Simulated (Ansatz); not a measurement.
I need a rigid scan of one bond length of AsFH4Si, SMILES F[SiH2][AsH2]. Use the Ansatz DFT code, driven from Python. Settings (for the species named): r2SCAN, def2-SVP basis, multiplicity 1.

| atom | x (Å) | y (Å) | z (Å) |
| --- | --- | --- | --- |
| F | -2.1431 | -0.1132 | 0.2623 |
| Si | -0.6809 | -0.1961 | -0.4814 |
| As | 0.9226 | -0.4057 | 1.1409 |
| H | -0.5765 | -1.3632 | -1.3603 |
| H | -0.4135 | 1.0079 | -1.2943 |
| H | 0.8275 | 1.1145 | 1.5546 |
| H | 2.1252 | -0.1122 | 0.1326 |

`asfh4si_scan.py`:
```python
import ansatz as az
import numpy as np


def main() -> None:
    geometry_ang = [
        ("F", (-2.1431, -0.1132, 0.2623)),
        ("Si", (-0.6809, -0.1961, -0.4814)),
        ("As", (0.9226, -0.4057, 1.1409)),
        ("H", (-0.5765, -1.3632, -1.3603)),
        ("H", (-0.4135, 1.0079, -1.2943)),
        ("H", (0.8275, 1.1145, 1.5546)),
        ("H", (2.1252, -0.1122, 0.1326)),
    ]
    molecule = az.Crystal.molecule()
    for symbol, xyz in geometry_ang:
        molecule = molecule.atom(symbol, xyz)

    symbols = [site.symbol for site in molecule.cartesian_sites]
    start = np.array([site.position_ang for site in molecule.cartesian_sites])
    axis = (start[5] - start[2]) / np.linalg.norm(start[5] - start[2])
    moving = [5]
    lengths, energies = [1.34, 1.45, 1.58, 1.74, 1.97, 2.37, 2.84, 3.47], []
    for length in lengths:
        xyz = start.copy()
        xyz[moving] += (length - np.linalg.norm(start[5] - start[2])) * axis
        point = az.Crystal.molecule()
        for symbol, place in zip(symbols, xyz):
            point = point.atom(symbol, place.tolist())
        setup = point.calculation().basis(gaussian="def2-SVP").functional("r2scan").spin("collinear")
        data = setup.run().report
        energies.append(data["free_energy_ev"])
        print(f"r = {length:6.3f} A  E = {energies[-1]:.5f} eV  <S^2> = {abs(data['mean_field']['state']['spin_squared']):.3f}")

    print("energy above the lowest point (eV):", [round(e - min(energies), 3) for e in energies])


if __name__ == "__main__":
    main()
```

Output of `python asfh4si_scan.py`:
```text
r =  1.340 A  E = -71487.73295 eV  <S^2> = 0.000
r =  1.450 A  E = -71488.08394 eV  <S^2> = 0.000
r =  1.580 A  E = -71488.11222 eV  <S^2> = 0.000
r =  1.740 A  E = -71487.83372 eV  <S^2> = 0.000
r =  1.970 A  E = -71487.18238 eV  <S^2> = 0.000
r =  2.370 A  E = -71485.98164 eV  <S^2> = 0.123
r =  2.840 A  E = -71485.25893 eV  <S^2> = 0.697
r =  3.470 A  E = -71484.93763 eV  <S^2> = 0.936
energy above the lowest point (eV): [0.379, 0.028, 0.0, 0.279, 0.93, 2.131, 2.853, 3.175]
```

What to keep in mind:
- Total energies depend on the basis set; only differences at equal settings carry meaning.
- The rest of the molecule is held rigid at a force-field or estimated start geometry, and the basis set is modest; single-reference methods fail as a bond breaks.
- The expectation value of S² is noticeably off S(S+1) in at least one run, so that state is spin-contaminated.
- The whole script took 84 s on 1 thread of Arm Neoverse V2, with other jobs on the host, peak memory 0.3 GiB.
